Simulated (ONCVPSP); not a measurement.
**Pseudopotential generation for Pt: ONCV, LDA (Perdew-Wang 92)**

Task: generate the file, and judge it by its errors in other configurations, its logarithmic derivatives, its ghosts and its cutoff.

Program: ONCVPSP 4.0.1. Reference atom: LDA (Perdew-Wang 92), scalar-relativistic, spherical and spin-unpolarised. All values are calculated.

## (1) Settings

The settings as typed:

| Quantity | Value |
| --- | --- |
| element | platinum (Pt, Z = 78) |
| type | optimised norm-conserving Vanderbilt (ONCV) |
| frozen core | [Xe] 4f14 |
| valence charge | 10 |
| reference configuration | 5d8 6s2 |
| partial waves | 6s: rc 2.25 bohr, ncon 4, nbas 8, qcut 2.4 1/bohr, 1 projector; p scattering state at 0.2 Ha: rc 1.95 bohr, ncon 3, nbas 7, qcut 4.3 1/bohr, 2 projectors, debl 2.2 Ha; 5d: rc 1.60 bohr, ncon 4, nbas 8, qcut 5.7 1/bohr, 1 projector |
| local potential | polynomial inside 1.10 bohr (lpopt 1, dvloc0 -1 Ha) |
| core correction | not asked for |

An earlier all-electron run gives the scale for the radii.

All-electron outer shells of the reference configuration (LDA (PZ), scalar-relativistic, ld1.x):

```json
{"shell": "5p", "level (eV)": "-58.83", "outermost node (bohr)": "0.53", "outermost maximum (bohr)": "0.98"}
{"shell": "5d", "level (eV)": "-8.25", "outermost node (bohr)": "0.57", "outermost maximum (bohr)": "1.24"}
{"shell": "6s", "level (eV)": "-6.78", "outermost node (bohr)": "1.14", "outermost maximum (bohr)": "2.32"}
{"shell": "6p", "level (eV)": "-1.30", "outermost node (bohr)": "1.35", "outermost maximum (bohr)": "3.38"}
```

## (2) The generation run

File Pt.dat:

```
# ATOM AND REFERENCE CONFIGURATION
# atsym  z   nc   nv     iexc    psfile
  Pt 78.00   12    2  -001012      upf
#
#   n    l    f
    1    0    2.00
    2    0    2.00
    2    1    6.00
    3    0    2.00
    3    1    6.00
    3    2   10.00
    4    0    2.00
    4    1    6.00
    4    2   10.00
    4    3   14.00
    5    0    2.00
    5    1    6.00
    5    2    8.00
    6    0    2.00
#
# PSEUDOPOTENTIAL AND OPTIMIZATION
# lmax
    2
#
#   l,   rc,      ep,       ncon, nbas, qcut
    0    2.25    0.00    4    8    2.40
    1    1.95    0.20    3    7    4.30
    2    1.60    0.00    4    8    5.70
#
# LOCAL POTENTIAL
# lloc, lpopt,  rc(5),   dvloc0
    4    1    1.10   -1.00
#
# VANDERBILT-KLEINMAN-BYLANDER PROJECTORs
# l, nproj, debl
    0    1    0.70
    1    2    2.20
    2    1    0.60
#
# MODEL CORE CHARGE
# icmod, fcfact, rcfact
    0    0.00    0.00
#
# LOG DERIVATIVE ANALYSIS
# epsh1, epsh2, depsh
   -2.00    5.00    0.02
#
# OUTPUT GRID
# rlmax, drl
    6.00    0.01
#
# TEST CONFIGURATIONS
# ncnf
    4
# nvcnf
#   n    l    f
    2
    5    2    9.00
    6    0    1.00
#
    2
    5    2    9.00
    6    0    0.00
#
    2
    5    2    8.00
    6    0    0.00
#
    2
    5    2    9.00
    6    0    0.50
#
```

The run is started by

```console
$ oncvpsp.x < Pt.dat > Pt.out
```

Before running it: what results should come out? Wanted: cutoffs for 1 and 0.1 mHa per electron, occupied waves; bound ghosts; GHOST(+) flags; largest test error; largest phase difference near zero energy, channels read.

**Answer**, as computed:

| quantity | value |
| --- | --- |
| cutoffs for 1 and 0.1 mHa per electron, occupied waves | 23 Ha and 79 Ha |
| bound ghosts | s at -208.57 eV, p at -43.23 eV |
| GHOST(+) flags | p at 417 eV |
| largest test error (AE − PS) | -52 meV, for 5d9 6s0 |
| largest phase difference near zero energy, channels read | 0.028 rad |

**Reading.** It has a bound ghost (s, p), a state that the atom doesn't have, and that rules the file out. By total energies transferability is fair: the largest error is 52 meV on 8.6 eV, for 5d9 6s0. By its cutoff, 23 Ha for the looser tolerance, it is of middling hardness. The tighter tolerance needs 79 Ha, and converged work needs a cutoff nearer that. At the looser tolerance the 5d wave is the slowest; 6s needs 14 Ha. That counts occupied waves only; other projectors can need more. Near zero energy the phases of the channels with partial waves agree within 0.028 rad. The pseudo curves have a pole with no partner nearby in the atom's: s at 0.81 Ha. At positive energy that is a spurious or a displaced resonance. The program also flags highly localised states, GHOST(+) (p).
